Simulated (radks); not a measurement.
# Ionising antimony step by step, Sb¹⁷⁺ to Sb³³⁺

Wanted: the ionisation ladder of antimony and its errors against NIST. The LB94 potential has no energy functional, so minus the highest eigenvalue is the estimate.

Method: scalar-relativistic Kohn-Sham, LB94 model potential, spin-polarised, spherical densities, finite nucleus; open shells are filled with parallel spins first. Code: radks (a radial shooting solver on a logarithmic mesh, Libxc functionals) version 1.

## 1. What is computed

```
element             : antimony (Z = 51)
charges             : 17 to 33
first configuration : [Ar] 3d10 4s2 4p4
last configuration  : [Ar]
```

Outer shells as boxes (Hund's rule):

Sb¹⁷⁺
```
[Ar] core
3d [↑↓][↑↓][↑↓][↑↓][↑↓]
4s [↑↓]
4p [↑↓][↑ ][↑ ]
```

Sb³³⁺
```
[Ne] core
3s [↑↓]
3p [↑↓][↑↓][↑↓]
```

LB94 adds a gradient term to the LDA potential that gives it a −1/r tail. It is a model potential with no energy functional, so Etot and Exc are not given.

## 2. Sb¹⁷⁺, [Ar] 3d10 4s2 4p4

The run's settings:

```text
Z 51
configuration [Ar] 3d10 4s2 4p4
relativity scalar-relativistic
functional lda,pw
model_potential LB94
spin polarised
nucleus finite rms 4.6802 fm
c 137.035999084
```

## 3. Sb¹⁸⁺, [Ar] 3d10 4s2 4p3

Changes since step 2:

```diff
@@ -1,3 +1,3 @@
 Z 51
-configuration [Ar] 3d10 4s2 4p4
+configuration [Ar] 3d10 4s2 4p3
 relativity scalar-relativistic
```

## 4. Sb¹⁹⁺, [Ar] 3d10 4s2 4p2

Changes since step 3:

```diff
@@ -1,3 +1,3 @@
 Z 51
-configuration [Ar] 3d10 4s2 4p3
+configuration [Ar] 3d10 4s2 4p2
 relativity scalar-relativistic
```

## 5. Sb²⁰⁺, [Ar] 3d10 4s2 4p1

Changes since step 4:

```diff
@@ -1,3 +1,3 @@
 Z 51
-configuration [Ar] 3d10 4s2 4p2
+configuration [Ar] 3d10 4s2 4p1 5s0 4d0
 relativity scalar-relativistic
```

## 6. Sb²¹⁺, [Ar] 3d10 4s2

Changes since step 5:

```diff
@@ -1,3 +1,3 @@
 Z 51
-configuration [Ar] 3d10 4s2 4p1 5s0 4d0
+configuration [Ar] 3d10 4s2 4p0 5s0
 relativity scalar-relativistic
```

## 7. Sb²²⁺, [Ar] 3d10 4s1

Changes since step 6:

```diff
@@ -1,3 +1,3 @@
 Z 51
-configuration [Ar] 3d10 4s2 4p0 5s0
+configuration [Ar] 3d10 4s1 4p0 5s0
 relativity scalar-relativistic
```

## 8. Sb²³⁺, [Ar] 3d10

Changes since step 7:

```diff
@@ -1,3 +1,3 @@
 Z 51
-configuration [Ar] 3d10 4s1 4p0 5s0
+configuration [Ar] 3d10
 relativity scalar-relativistic
```

## 9. Sb²⁴⁺, [Ar] 3d9

Changes since step 8:

```diff
@@ -1,3 +1,3 @@
 Z 51
-configuration [Ar] 3d10
+configuration [Ar] 3d9
 relativity scalar-relativistic
```

## 10. Sb²⁵⁺, [Ar] 3d8

Changes since step 9:

```diff
@@ -1,3 +1,3 @@
 Z 51
-configuration [Ar] 3d9
+configuration [Ar] 3d8
 relativity scalar-relativistic
```

## 11. Sb²⁶⁺, [Ar] 3d7

Changes since step 10:

```diff
@@ -1,3 +1,3 @@
 Z 51
-configuration [Ar] 3d8
+configuration [Ar] 3d7
 relativity scalar-relativistic
```

## 12. Sb²⁷⁺, [Ar] 3d6

Changes since step 11:

```diff
@@ -1,3 +1,3 @@
 Z 51
-configuration [Ar] 3d7
+configuration [Ar] 3d6
 relativity scalar-relativistic
```

## 13. Sb²⁸⁺, [Ar] 3d5

Changes since step 12:

```diff
@@ -1,3 +1,3 @@
 Z 51
-configuration [Ar] 3d6
+configuration [Ar] 3d5
 relativity scalar-relativistic
```

## 14. Sb²⁹⁺, [Ar] 3d4

Changes since step 13:

```diff
@@ -1,3 +1,3 @@
 Z 51
-configuration [Ar] 3d5
+configuration [Ar] 3d4
 relativity scalar-relativistic
```

## 15. Sb³⁰⁺, [Ar] 3d3

Changes since step 14:

```diff
@@ -1,3 +1,3 @@
 Z 51
-configuration [Ar] 3d4
+configuration [Ar] 3d3 4s0 4p0
 relativity scalar-relativistic
```

## 16. Sb³¹⁺, [Ar] 3d2

Changes since step 15:

```diff
@@ -1,3 +1,3 @@
 Z 51
-configuration [Ar] 3d3 4s0 4p0
+configuration [Ar] 3d2 4s0 4p0
 relativity scalar-relativistic
```

## 17. Sb³²⁺, [Ar] 3d1

Changes since step 16:

```diff
@@ -1,3 +1,3 @@
 Z 51
-configuration [Ar] 3d2 4s0 4p0
+configuration [Ar] 3d1 4s0 4p0
 relativity scalar-relativistic
```

## 18. Sb³³⁺, [Ar]

Changes since step 17:

```diff
@@ -1,3 +1,3 @@
 Z 51
-configuration [Ar] 3d1 4s0 4p0
+configuration [Ar]
 relativity scalar-relativistic
```

What does the calculation give? Wanted: for each run, species; configuration; −ε(HOMO); NIST; error.

The runs gave:

```csv
species,configuration,−ε(HOMO) (eV),NIST (eV),error (%)
Sb¹⁷⁺,[Ar] 3d10 4s2 4p4,484.07,479 (theory),+1.1
Sb¹⁸⁺,[Ar] 3d10 4s2 4p3,517.55,510 (theory),+1.5
Sb¹⁹⁺,[Ar] 3d10 4s2 4p2,548.89,552 (theory),-0.6
Sb²⁰⁺,[Ar] 3d10 4s2 4p1,580.80,584 (theory),-0.5
Sb²¹⁺,[Ar] 3d10 4s2,668.70,657 (theory),+1.8
Sb²²⁺,[Ar] 3d10 4s1,703.40,693.3 (semi-emp.),+1.5
Sb²³⁺,[Ar] 3d10,1210.0,1214 (theory),-0.3
Sb²⁴⁺,[Ar] 3d9,1282.9,1285 (theory),-0.2
Sb²⁵⁺,[Ar] 3d8,1357.3,1360 (theory),-0.2
Sb²⁶⁺,[Ar] 3d7,1433.0,1441 (theory),-0.6
Sb²⁷⁺,[Ar] 3d6,1510.0,1518 (theory),-0.5
Sb²⁸⁺,[Ar] 3d5,1605.0,1606 (theory),-0.1
Sb²⁹⁺,[Ar] 3d4,1686.1,1698 (theory),-0.7
Sb³⁰⁺,[Ar] 3d3,1768.6,1781 (theory),-0.7
Sb³¹⁺,[Ar] 3d2,1852.4,1869 (theory),-0.9
Sb³²⁺,[Ar] 3d1,1937.4,1954 (theory),-0.8
Sb³³⁺,[Ar],2205.2,2190 (theory),+0.7
```

**Reading.** Reference values: NIST Atomic Spectra Database (exp. measured, semi-emp. semi-empirical, theory a theoretical value adopted there). Per unit of the charge left behind, the cost jumps most at Sb²³⁺ ([Ar] 3d10): from 703.40 to 1210.0 eV. There the highest level belongs to another shell. Open shells are spherical and high-spin; term and fine-structure splittings are not resolved. Spin-orbit splitting is averaged out at the scalar-relativistic level.
